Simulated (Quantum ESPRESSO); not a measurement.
# CoSi2 (Fm-3m) in Quantum ESPRESSO: single point with LDA

Aim: the single point of CoSi2 with LDA.

All numbers are computed with Quantum ESPRESSO 7.5; they aren't measurements. Logs are shortened: lines on timing, memory, paths and dates and some standing lists are left out, and cuts for length are marked.

### Step 1. The crystal as given

Symmetry: Fm-3m, No. 225, cubic system. Conventional cell: a = 5.327 Å, b = 5.327 Å, c = 5.327 Å, α = 90.00°, β = 90.00°, γ = 90.00°. Co (site symmetry m-3m) is surrounded by 8 Si at 2.31 Å. Around Si (site symmetry -43m) lie 4 Co at 2.31 Å.

The cell was built by a generator and needn't be a form met in nature.

### Step 2. Single point, LDA

Input file pw.in:

```
&CONTROL
  calculation = 'scf'
  prefix = 'pwscf'
  outdir = './tmp'
  pseudo_dir = './pseudo'
  tprnfor = .true.
  tstress = .true.
  disk_io = 'nowf'
/
&SYSTEM
  ibrav = 0
  nat = 3
  ntyp = 2
  ecutwfc = 56
  ecutrho = 448
  nbnd = 19
  occupations = 'smearing'
  smearing = 'mp'
  degauss = 0.00734986
/
&ELECTRONS
  conv_thr = 6d-10
  electron_maxstep = 120
  mixing_beta = 0.5
/
ATOMIC_SPECIES
Co    58.9332 co_lda_v1.2.uspp.F.UPF
Si    28.0850 si_lda_v1.uspp.F.UPF
CELL_PARAMETERS angstrom
   0.0000000000    2.6634006000    2.6634006000
   2.6634006000    0.0000000000    2.6634006000
   2.6634006000    2.6634006000    0.0000000000
ATOMIC_POSITIONS crystal
Co     0.0000000000    0.0000000000    0.0000000000
Si     0.2500000000    0.2500000000    0.2500000000
Si     0.7500000000    0.7500000000    0.7500000000
K_POINTS automatic
16 16 16 0 0 0
```

Potentials or basis: GBRV 1.5 LDA.

Launch:

```sh
$ OMP_NUM_THREADS=1 pw.x -in pw.in > pw.out
```

pw.out:

```text
This program is part of the open-source Quantum ESPRESSO suite
     for quantum simulation of materials; please cite
[... 9 lines left out ...]
     --------------------
     sticks:   dense  smooth     PW     G-vecs:    dense   smooth      PW
     Sum        1555     769    241                40821    14331    2445

     Using Slab Decomposition

     bravais-lattice index     =            0
     lattice parameter (alat)  =       7.1179  a.u.
     unit-cell volume          =     254.9976 (a.u.)^3
     number of atoms/cell      =            3
     number of atomic types    =            2
     number of electrons       =        25.00
     number of Kohn-Sham states=           19
     kinetic-energy cutoff     =      56.0000  Ry
     charge density cutoff     =     448.0000  Ry
     scf convergence threshold =      6.0E-10
     mixing beta               =       0.5000
     number of iterations used =            8  plain     mixing
     Exchange-correlation= SLA  PZ   NOGX NOGC
                           (   1   1   0   0   0   0   0)

     celldm(1)=   7.117875  celldm(2)=   0.000000  celldm(3)=   0.000000
     celldm(4)=   0.000000  celldm(5)=   0.000000  celldm(6)=   0.000000

     crystal axes: (cart. coord. in units of alat)
               a(1) = (   0.000000   0.707107   0.707107 )
               a(2) = (   0.707107   0.000000   0.707107 )
               a(3) = (   0.707107   0.707107   0.000000 )

     reciprocal axes: (cart. coord. in units 2 pi/alat)
               b(1) = ( -0.707107  0.707107  0.707107 )
               b(2) = (  0.707107 -0.707107  0.707107 )
               b(3) = (  0.707107  0.707107 -0.707107 )

     PseudoPot. # 1 for Co read from file:
     co_lda_v1.2.uspp.F.UPF
     Pseudo is Ultrasoft + core correction, Zval = 17.0
     Generated by new atomic code, or converted to UPF format
     Using radial grid of  863 points,  6 beta functions with:
                l(1) =   0
                l(2) =   0
                l(3) =   1
                l(4) =   1
                l(5) =   2
                l(6) =   2
     Q(r) pseudized with  8 coefficients,  rinner =    1.200   1.200   1.200
                                                       1.200   1.200

     PseudoPot. # 2 for Si read from file:
     si_lda_v1.uspp.F.UPF
     Pseudo is Ultrasoft + core correction, Zval =  4.0
     Generated by new atomic code, or converted to UPF format
     Using radial grid of  899 points,  6 beta functions with:
                l(1) =   0
                l(2) =   0
                l(3) =   1
                l(4) =   1
                l(5) =   2
                l(6) =   2
     Q(r) pseudized with  8 coefficients,  rinner =    0.900   0.900   0.900
                                                       0.900   0.900

     atomic species   valence    mass     pseudopotential
     Co               17.00    58.93320     Co( 1.00)
     Si                4.00    28.08500     Si( 1.00)

     48 Sym. Ops., with inversion, found

   Cartesian axes

     site n.     atom                  positions (alat units)
         1        Co     tau(   1) = (   0.0000000   0.0000000   0.0000000  )
         2        Si     tau(   2) = (   0.3535534   0.3535534   0.3535534  )
         3        Si     tau(   3) = (   1.0606602   1.0606602   1.0606602  )

     number of k points=   145  Methfessel-Paxton smearing, width (Ry)=  0.0073

     Number of k-points >= 100: set verbosity='high' to print them.

     Dense  grid:    40821 G-vectors     FFT dimensions: (  48,  48,  48)

     Smooth grid:    14331 G-vectors     FFT dimensions: (  36,  36,  36)

     Check: negative core charge=   -0.000010

     Initial potential from superposition of free atoms

     starting charge      23.9988, renormalised to      25.0000
     Starting wfcs are   21 randomized atomic wfcs

     Self-consistent Calculation

     iteration #  1     ecut=    56.00 Ry     beta= 0.50
     Davidson diagonalization with overlap
     ethr =  1.00E-02,  avg # of iterations =  4.2

     total energy              =    -308.61630914 Ry
     estimated scf accuracy    <      15.13609019 Ry

     iteration #  2     ecut=    56.00 Ry     beta= 0.50
     Davidson diagonalization with overlap
     ethr =  1.00E-02,  avg # of iterations =  3.0

     total energy              =    -316.91630391 Ry
     estimated scf accuracy    <      32.18639306 Ry

     iteration #  3     ecut=    56.00 Ry     beta= 0.50
     Davidson diagonalization with overlap
     ethr =  1.00E-02,  avg # of iterations =  2.0

     total energy              =    -317.73096690 Ry
     estimated scf accuracy    <       6.30943992 Ry

     iteration #  4     ecut=    56.00 Ry     beta= 0.50
     Davidson diagonalization with overlap
     ethr =  1.00E-02,  avg # of iterations =  1.2

     total energy              =    -317.93916864 Ry
     estimated scf accuracy    <       1.58026772 Ry

     iteration #  5     ecut=    56.00 Ry     beta= 0.50
     Davidson diagonalization with overlap
     ethr =  6.32E-03,  avg # of iterations =  1.0

     total energy              =    -317.49636312 Ry
     estimated scf accuracy    <       1.17774648 Ry

     iteration #  6     ecut=    56.00 Ry     beta= 0.50
     Davidson diagonalization with overlap
     ethr =  4.71E-03,  avg # of iterations =  1.4

     total energy              =    -317.77570387 Ry
     estimated scf accuracy    <       0.46397619 Ry

     iteration #  7     ecut=    56.00 Ry     beta= 0.50
     Davidson diagonalization with overlap
     ethr =  1.86E-03,  avg # of iterations =  1.1

     total energy              =    -317.74125337 Ry
     estimated scf accuracy    <       0.40621763 Ry

     iteration #  8     ecut=    56.00 Ry     beta= 0.50
     Davidson diagonalization with overlap
     ethr =  1.62E-03,  avg # of iterations =  1.0

     total energy              =    -317.73476304 Ry
     estimated scf accuracy    <       0.12456344 Ry

     iteration #  9     ecut=    56.00 Ry     beta= 0.50
     Davidson diagonalization with overlap
     ethr =  4.98E-04,  avg # of iterations =  1.2

     total energy              =    -317.73323118 Ry
     estimated scf accuracy    <       0.02188005 Ry

     iteration # 10     ecut=    56.00 Ry     beta= 0.50
     Davidson diagonalization with overlap
     ethr =  8.75E-05,  avg # of iterations =  1.7

     total energy              =    -317.73631385 Ry
     estimated scf accuracy    <       0.00232072 Ry

     iteration # 11     ecut=    56.00 Ry     beta= 0.50
     Davidson diagonalization with overlap
     ethr =  9.28E-06,  avg # of iterations =  2.9

     total energy              =    -317.73647701 Ry
     estimated scf accuracy    <       0.00013823 Ry

     iteration # 12     ecut=    56.00 Ry     beta= 0.50
     Davidson diagonalization with overlap
     ethr =  5.53E-07,  avg # of iterations =  2.3

     total energy              =    -317.73647158 Ry
     estimated scf accuracy    <       0.00007644 Ry

     iteration # 13     ecut=    56.00 Ry     beta= 0.50
     Davidson diagonalization with overlap
     ethr =  3.06E-07,  avg # of iterations =  1.1

     total energy              =    -317.73647707 Ry
     estimated scf accuracy    <       0.00000214 Ry

     iteration # 14     ecut=    56.00 Ry     beta= 0.50
     Davidson diagonalization with overlap
     ethr =  8.56E-09,  avg # of iterations =  3.9

     total energy              =    -317.73647816 Ry
     estimated scf accuracy    <       0.00000004 Ry

     iteration # 15     ecut=    56.00 Ry     beta= 0.50
     Davidson diagonalization with overlap
     ethr =  1.72E-10,  avg # of iterations =  2.7

     total energy              =    -317.73647815 Ry
     estimated scf accuracy    <       0.00000004 Ry

     iteration # 16     ecut=    56.00 Ry     beta= 0.50
     Davidson diagonalization with overlap
     ethr =  1.72E-10,  avg # of iterations =  2.0

     total energy              =    -317.73647816 Ry
     estimated scf accuracy    <          6.7E-09 Ry

     iteration # 17     ecut=    56.00 Ry     beta= 0.50
     Davidson diagonalization with overlap
     ethr =  2.70E-11,  avg # of iterations =  1.0

     End of self-consistent calculation

     Number of k-points >= 100: set verbosity='high' to print the bands.

     the Fermi energy is    12.7641 ev

!    total energy              =    -317.73647816 Ry
     estimated scf accuracy    <          2.5E-10 Ry
     smearing contrib. (-TS)   =      -0.00002852 Ry
     internal energy E=F+TS    =    -317.73644964 Ry

     The total energy is F=E-TS. E is the sum of the following terms:
     one-electron contribution =    -236.62895799 Ry
     hartree contribution      =     131.45711831 Ry
     xc contribution           =     -41.22492348 Ry
     ewald contribution        =    -171.33968649 Ry

     convergence has been achieved in  17 iterations

     Forces acting on atoms (cartesian axes, Ry/au):

     atom    1 type  1   force =     0.00000000    0.00000000    0.00000000
     atom    2 type  2   force =     0.00000000   -0.00000000    0.00000000
     atom    3 type  2   force =    -0.00000000    0.00000000   -0.00000000

     Total force =     0.000000     Total SCF correction =     0.000000

     Computing stress (Cartesian axis) and pressure

          total   stress  (Ry/bohr**3)                   (kbar)     P=      -57.57
  -0.00039137  -0.00000000   0.00000000          -57.57       -0.00        0.00
   0.00000000  -0.00039137  -0.00000000            0.00      -57.57       -0.00
  -0.00000000  -0.00000000  -0.00039137           -0.00       -0.00      -57.57

=------------------------------------------------------------------------------=
   JOB DONE.
=------------------------------------------------------------------------------=
```

Wall time 2.2 min (1 thread of Intel Xeon Platinum 8375C at 2.90GHz (Ice Lake), shared host); peak memory 0.25 GiB.

Results:

| Quantity | Value |
| --- | --- |
| Free energy | -4323.0250 eV |
| Pressure | -5.8 GPa |
| Band gap on the k mesh | none (metal or under the smearing width) |

Spin polarisation is off, so any magnetic state and its effect on volume and gap are missing.
